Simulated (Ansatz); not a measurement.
# CH₄OZn + H₂: a complex and its separated parts

Aim: how far the complex at one end of a reaction step lies below its separated, relaxed parts, level by level.

Computed with Ansatz 0.2.0, Gaussian basis. Level: PBE0-D4/def2-TZVP structures, single points in def2-TZVPP, no counterpoise correction.

Levels: SPW92, PBE-D4, BLYP-D4, r2SCAN-D4, B97M-V, PBE0-D4, B3LYP-D4, r2SCAN0-D4, BHLYP-D4, CAM-B3LYP-D4, wB97X-V, wB97M-V, B2PLYP, PBE-QIDH, RPA on PBE, Hartree-Fock, MP2, CCSD, CCSD(T).

Cores are frozen in the correlated methods. The 3s and 3p shells of Cu and Zn are frozen; filled d shells are correlated. B3LYP uses VWN-RPA correlation. B2PLYP carries no dispersion term here.

20 further runs of the same task are left out: 20 set aside as unsound or not needed.

## (1) The starting structure

The complex: 9 atoms, charge 0, spin multiplicity 1.

Atoms are counted from 1 here; the program's logs count them from 0.

Bond lengths: Zn1–O3 1.781 Å, Zn1–C5 1.920 Å, H2–H4 0.747 Å, O3–H6 0.958 Å, C5–H7 1.092 Å, C5–H8 1.092 Å, C5–H9 1.092 Å. Angles: O3–Zn1–C5 175.6°, Zn1–O3–H6 116.8°, Zn1–C5–H7 110.7°, Zn1–C5–H8 110.6°, Zn1–C5–H9 110.7°, H7–C5–H8 108.3°, H7–C5–H9 108.2°, H8–C5–H9 108.2°.

Geometry (Å):

```xyz
9
CH6OZn
Zn   -0.67467    0.62416    0.14487
H    -0.11058   -2.04847   -1.76919
O    -2.26263    0.67732   -0.65905
H     0.50110   -2.02054   -1.34173
C     1.00350    0.69509    1.07586
H    -2.47929   -0.05549   -1.23632
H     0.85512    0.57244    2.15060
H     1.49749    1.65369    0.90449
H     1.66984   -0.09810    0.73037
```

Its parts: CH₄OZn holds atoms 1, 3, 5, 6, 7, 8, 9; H₂ holds atoms 2, 4. Each part counts its atoms afresh in its own runs.

## (2) Relaxing CH₄OZn alone

The input, relax-a/in.yaml:

```yaml
crystal:
  periodic: [false, false, false]
  atoms:
    - {symbol: Zn, position_ang: [-0.674671, 0.624158, 0.144866]}
    - {symbol: O, position_ang: [-2.262628, 0.677316, -0.659047]}
    - {symbol: C, position_ang: [1.003503, 0.695089, 1.075858]}
    - {symbol: H, position_ang: [-2.479286, -0.055491, -1.236320]}
    - {symbol: H, position_ang: [0.855123, 0.572441, 2.150601]}
    - {symbol: H, position_ang: [1.497493, 1.653691, 0.904491]}
    - {symbol: H, position_ang: [1.669838, -0.098096, 0.730369]}
basis:
  gaussian: {orbitals: def2-TZVP}
hamiltonian: {xc: pbe0, dispersion: d4}
relax: {f_tol: 0.005, max_steps: 200}
```

The command line of these runs was not kept.

After this run come: Relaxing H₂ alone; wB97M-V/def2-TZVPP; CCSD(T)/def2-TZVPP; Vibrations of CH₄OZn; Vibrations of H₂.

Before running it: what results should come out? Wanted: complex less parts, CCSD(T)/def2-TZVPP; with zero-point energy; largest T1 diagnostic.

The runs gave:

| quantity | value |
| --- | --- |
| complex less parts, CCSD(T)/def2-TZVPP | -0.37 kcal/mol |
| with zero-point energy | +0.14 kcal/mol |
| largest T1 diagnostic | 0.016 |

**Reading.** At CCSD(T) the complex lies 0.37 kcal/mol below its parts. The functionals run from B3LYP-D4, off by -0.07 kcal/mol, to SPW92, off by -0.70 kcal/mol, against CCSD(T). Mean unsigned error by rung: LDA 0.70, GGA 0.21, meta-GGA 0.13, hybrid 0.18, range-separated hybrid 0.15, double hybrid 0.23 kcal/mol. PBE-D4 gives a relative energy 0.33 kcal/mol too low, an error of 89 % of the reference. The complex's frequency run has imaginary modes: the structure is no minimum, so both the energy and the zero-point correction are in doubt. No counterpoise was applied, and triple zeta lacks some correlation, so the CCSD(T) reference has a basis error of its own, and close matches with it are partly luck.
